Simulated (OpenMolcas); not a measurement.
# Os³⁺ among point charges: CASSCF and CASPT2 levels and susceptibility

Aim: the splitting of the states of Os³⁺ in the field of 6 point charges, its lowest levels with spin-orbit coupling and its magnetic susceptibility.

The numbers are computed with OpenMolcas 26.06 (state-averaged CASSCF and CASPT2, spin-orbit coupling by RASSI with atomic mean-field integrals), except any that are marked as measured or tabulated.

### Step 1. The system

```
Species                           : Os³⁺ (osmium, Z = 76, 73 electrons)
Basis                             : ANO-RCC-VDZP [7s6p4d2f1g], 68 functions
Scalar Hamiltonian                : DKH2, point nucleus
Inactive shells                   : 1s 2s 2p 3s 3p 3d 4s 4p 4d 4f 5s 5p
Active space                      : 5 electrons in 5 orbitals (5d)
Some configurations of this space : 5d⁵
Orbitals                          : optimised for each spin and parity, averaged over all roots
```

Outer shells as boxes (Hund's rule):

5d5
```
5d [↑ ][↑ ][↑ ][↑ ][↑ ]
```

The ion sits among 6 point charges of -1.1 e arranged as an octahedron (Oh), 1.91 Å from the ion.

The work runs as a chain of OpenMolcas steps in one folder; each step below is one input file. Labels, J, g values, rates, χT and fits are worked out afterwards by a script from the matrices that RASSI stores. The input lists half of the charges; inversion (Group=XYZ) makes the rest.

### Step 2. Basis and integrals

The input, a.inp:

```
&GATEWAY
Coord
1

Os 0.0 0.0 0.0
Basis=ANO-RCC-VDZP
Group=XYZ
NoMove
AngMom=0.0 0.0 0.0
AMFI
XField
3 Angstrom 0
1.910000 0.000000 0.000000 -1.100000
0.000000 1.910000 0.000000 -1.100000
0.000000 0.000000 1.910000 -1.100000
&SEWARD
```

Launch:

```console
$ OMP_NUM_THREADS=1 MOLCAS_MEM=1689 MOLCAS_PROJECT=a pymolcas a.inp > a.log
```

### Step 3. CASSCF: sextets of even parity, 1 root

The input, a.inp:

```
&RASSCF
FileOrb=start.orb
Symmetry=1
Spin=6
nActEl=5 0 0
Inactive=15 19
Ras2=5 0
CIRoot=1 1 1
SDav=1
CIMx=300
Iter=120 100
PrWF=0.3
OrbListing=Nothing
MaxOrb=0
>>> COPY $Project.JobIph JOB001
```

start.orb holds the contracted functions of the basis, ordered by shell, or the orbitals of the step before.

### Step 4. CASSCF: quartets of even parity, 24 roots

The input, a.inp:

```
&RASSCF
FileOrb=start.orb
Symmetry=1
Spin=4
nActEl=5 0 0
Inactive=15 19
Ras2=5 0
CIRoot=24 24 1
SDav=24
CIMx=300
Iter=120 100
PrWF=0.3
OrbListing=Nothing
MaxOrb=0
>>> COPY $Project.JobIph JOB002
```

### Step 5. CASSCF: doublets of even parity, 75 roots

The input, a.inp:

```
&RASSCF
FileOrb=start.orb
Symmetry=1
Spin=2
nActEl=5 0 0
Inactive=15 19
Ras2=5 0
CIRoot=75 75 1
SDav=75
CIMx=300
Iter=120 100
PrWF=0.3
OrbListing=Nothing
MaxOrb=0
>>> COPY $Project.JobIph JOB003
```

### Step 6. RASSI: spin-orbit coupling between the states

The input, a.inp:

```
&RASSI
NrOfJobIphs=3 1 24 75
1
1 2 3 4 5 6 7 8 9 10 11 12 13 14 15 16 17 18 19 20 21 22 23 24
1 2 3 4 5 6 7 8 9 10 11 12 13 14 15 16 17 18 19 20 21 22 23 24 25 26 27
28 29 30 31 32 33 34 35 36 37 38 39 40 41 42 43 44 45 46 47 48 49 50 51
52 53 54 55 56 57 58 59 60 61 62 63 64 65 66 67 68 69 70 71 72 73 74 75
IphNames
JOB001
JOB002
JOB003
EJob
SpinOrbit
DIPRint=1.0
SOCoupling=1000.0
Subsets=2
Property=9
'ANGMOM' 1 'ANGMOM' 2 'ANGMOM' 3 'MLTPL  1' 1 'MLTPL  1' 2 'MLTPL  1' 3
'AMFI' 1 'AMFI' 2 'AMFI' 3
SOProperty=3
'ANGMOM' 1 'ANGMOM' 2 'ANGMOM' 3
```

### Step 7. CASPT2: IPEA 0.25, imaginary shift 0.1 (closed shells correlated: 5s 5p)

The input, a.inp:

```
>>> COPY JOB001 $Project.JobIph
&CASPT2
Multistate=1 1
Frozen=14 16
IPEA=0.25
Imaginary=0.1
MaxIter=60
WThr=0.0 0.3 0.05
PrWF=0.5
NoMix
>>> COPY JOB002 $Project.JobIph
&CASPT2
Multistate=24 1 2 3 4 5 6 7 8 9 10 11 12 13 14 15 16 17 18 19 20 21 22
23 24
NoMult
Frozen=14 16
IPEA=0.25
Imaginary=0.1
MaxIter=60
WThr=0.0 0.3 0.05
PrWF=0.5
NoMix
>>> COPY JOB003 $Project.JobIph
&CASPT2
Multistate=75 1 2 3 4 5 6 7 8 9 10 11 12 13 14 15 16 17 18 19 20 21 22
23 24 25 26 27 28 29 30 31 32 33 34 35 36 37 38 39 40 41 42 43 44 45 46
47 48 49 50 51 52 53 54 55 56 57 58 59 60 61 62 63 64 65 66 67 68 69 70
71 72 73 74 75
NoMult
Frozen=14 16
IPEA=0.25
Imaginary=0.1
MaxIter=60
WThr=0.0 0.3 0.05
PrWF=0.5
NoMix
```

(Steps that only read results are left out.)

Before running it: what results should come out? Wanted: spin-free ground state; lowest level; next level.

The runs gave:

| quantity | value |
| --- | --- |
| method | SS-CASPT2, IPEA 0.25, imaginary shift 0.1 (closed shells correlated: 5s 5p) |
| spin-free ground state | 6A1, 1-fold in its orbital part |
| lowest level | 2-fold Γ7, g = 3.15, 3.15, 3.15 |
| next level | 305.7 cm⁻¹ |
| χT at 300 K | 3.57 cm³ K/mol |
| effective moment at 300 K | 5.35 μB |

Cost by method:

```
                                              method  time of its own steps  time with the reference
                                           A. CASSCF                   25 s                     25 s
B. SS-CASPT2, IPEA 0.25, imaginary shift 0.1, +5s 5p                   11 s                     36 s
```

Times are of one thread on a shared host.

The spin-free ground state (6A1) comes to 100 % from free-ion S terms and keeps the highest spin of the shell. χT at 300 K is 3.57, against 4.39 cm³ K/mol for the spin alone, so spin-orbit coupling lowers it. An active space of the d shell alone favours high spin; real ions in strong fields can be low spin. A ligand-field fit to the states below 45000 cm-1 gives 10Dq = 9853 cm-1, B = 695 cm-1 and C = 3174 cm-1 (C/B = 4.57), with a deviation of 467 cm-1. CASPT2 does not keep the components of a term degenerate, and the means are used. The field of point charges can differ much from that of real complexes. With metal d orbitals alone active, the gaps between spin states are rough; where two lie within a few thousand cm-1, their order is open. Point charges carry no covalency, so the field is a model and not that of real ligands.
